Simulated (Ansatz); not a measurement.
# Mo: the cost of one run

Method: DFT LDA, scalar-relativistic, plane waves, PAW, in Ansatz 0.2.0.

The COD entry's cell or inner coordinates are ideal or old and differ from later refinements, so a difference from it is no clean test against experiment.

3 further runs of the same task are left out: 3 set aside as unsound or not needed.

## 1. Starting point

Symmetry: Im-3m, No. 229, cubic system. Conventional cell: a = 3.112 Å, b = 3.112 Å, c = 3.112 Å, α = 90.00°, β = 90.00°, γ = 90.00°. Mo (site symmetry m-3m) is surrounded by 8 Mo at 2.69 Å.

Coordinates:

```
CELL_PARAMETERS angstrom
-1.55595 1.55595 1.55595
1.55595 -1.55595 1.55595
1.55595 1.55595 -1.55595
ATOMIC_POSITIONS crystal
Mo 0.00000 0.00000 0.00000
```

This cell was relaxed beforehand with the same method: volume 15.07 Å³/atom, gap on the mesh none (metal).

## 2. Phonons at rest

input.yaml reads:

```yaml
crystal:
  lattice:
    - [-1.5559477923, 1.5559477923, 1.5559477923]
    - [1.5559477923, -1.5559477923, 1.5559477923]
    - [1.5559477923, 1.5559477923, -1.5559477923]
  atoms:
    - { symbol: Mo, position: [0.0, 0.0, 0.0] }
basis:
  ecutwfc: 420
kpoints:
  mp_grid: { grid: [20, 20, 20] }
hamiltonian:
  xc: lda
scf:
  occupations: { method: fermi_dirac, width: 0.15 }
output:
  eigenvalues: true
phonons:
  method: dfpt
  eigenvectors: true
  qmesh: [2, 2, 2]
  temperatures: { t_max: 1000, t_step: 100 }
  qpath:
    path:
      - [[0.0, 0.0, 0.0], [0.5, -0.5, 0.5], [0.0, 0.0, 0.5], [0.0, 0.0, 0.0], [0.25, 0.25, 0.25], [0.5, -0.5, 0.5]]
      - [[0.25, 0.25, 0.25], [0.0, 0.0, 0.5]]
    npoints: 8
```

Run with:

```sh
ansatz run input.yaml --threads 1 --pin off --max-ram 3072MiB --backend cpu --events-out ev --progress --plain --runs-dir out
```

Q: Estimate wall time and peak memory on 1 thread of Intel Xeon at 2.70GHz, shared host.

About 80 s, with a peak of 1.1 GiB.
